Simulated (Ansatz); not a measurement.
# Ni12O: the cost of one run

Program: Ansatz 0.2.0. Level of theory: DFT PBE, scalar-relativistic, plane waves, PAW. These are calculated values, not measurements.

1 further run of the same task is left out (set aside as unsound or not needed).

### 1 The structure to begin with

It takes space group Cm (No. 8, monoclinic). Conventional cell: a = 7.038 Å, b = 7.038 Å, c = 20.409 Å, α = 90.00°, β = 90.00°, γ = 90.00°. Ni (site symmetry m) is surrounded by 8 Ni at 2.45 to 2.49 Å. Around Ni (site symmetry 1) lie 8 Ni at 2.45 to 2.49 Å. Ni (site symmetry m) is surrounded by 12 Ni at 2.45 to 2.49 Å. Around Ni (site symmetry 1) lie 12 Ni at 2.45 to 2.49 Å. Ni (site symmetry m) is surrounded by 1 O at 1.71 Å. Ni (site symmetry 1) is surrounded by 8 Ni at 2.45 to 2.49 Å and 1 O at 2.66 Å. Only part of the 10 independent sites is listed.

Structure file:

```
CELL_PARAMETERS angstrom
4.97647 0.00000 0.00000
0.00000 4.97647 0.00000
0.00000 0.00000 20.40944
ATOMIC_POSITIONS crystal
Ni 0.25000 0.25000 0.19599
Ni 0.25000 0.75000 0.19599
Ni 0.75000 0.25000 0.19599
Ni 0.75000 0.75000 0.19599
Ni 0.00000 0.00000 0.27951
Ni 0.00000 0.50000 0.27951
Ni 0.50000 0.00000 0.27951
Ni 0.50000 0.50000 0.27951
Ni 0.25000 0.25000 0.36304
Ni 0.25000 0.75000 0.36304
Ni 0.75000 0.25000 0.36304
Ni 0.75000 0.75000 0.36304
O 0.33333 0.33333 0.44192
```

### 2 O at 1/6 of the diagonal of the surface cell, 1.61 Å above the top plane

Contents of input.yaml:

```yaml
crystal:
  lattice:
    - [4.9764658027, 0.0, 0.0]
    - [0.0, 4.9764658027, 0.0]
    - [0.0, 0.0, 20.4094403098]
  atoms:
    - { symbol: Ni, position: [0.25, 0.25, 0.195987736], spin: 0.85 }
    - { symbol: Ni, position: [0.25, 0.75, 0.195987736], spin: 0.85 }
    - { symbol: Ni, position: [0.75, 0.25, 0.195987736], spin: 0.85 }
    - { symbol: Ni, position: [0.75, 0.75, 0.195987736], spin: 0.85 }
    - { symbol: Ni, position: [0.0, 0.0, 0.2795145679], spin: 0.76 }
    - { symbol: Ni, position: [0.0, 0.5, 0.2795145679], spin: 0.76 }
    - { symbol: Ni, position: [0.5, 0.0, 0.2795145679], spin: 0.76 }
    - { symbol: Ni, position: [0.5, 0.5, 0.2795145679], spin: 0.76 }
    - { symbol: Ni, position: [0.25, 0.25, 0.3630398579], spin: 0.85 }
    - { symbol: Ni, position: [0.25, 0.75, 0.3630398579], spin: 0.85 }
    - { symbol: Ni, position: [0.75, 0.25, 0.3630398579], spin: 0.85 }
    - { symbol: Ni, position: [0.75, 0.75, 0.3630398579], spin: 0.85 }
    - { symbol: O, position: [0.3333333333, 0.3333333333, 0.4419249216], spin: 2.0 }
basis:
  ecutwfc: 420
kpoints:
  mp_grid: { grid: [6, 6, 1] }
hamiltonian:
  xc: pbe
  pseudopotentials: { kind: paw, azcp: { folder: soft_1 } }
scf:
  occupations: { method: gaussian, width: 0.1 }
output:
  forces: true
  eigenvalues: true
  populations: true
  write_density: true
  write_potential: true
  elf: true
  volumetric_format: npy
magnetization:
  spin_polarized: true
efield:
  axis: 3
  dipole_correction: true
  ramp_width: 0.04
```

Started as:

```console
ansatz run input.yaml --threads 8 --pin off --max-ram 22528MiB --backend cpu --events-out ev --progress --plain --runs-dir out
```

What time and memory should one allow on 8 threads of Arm Neoverse N1, shared host?

About 1.9 min, with a peak of 3.3 GiB.
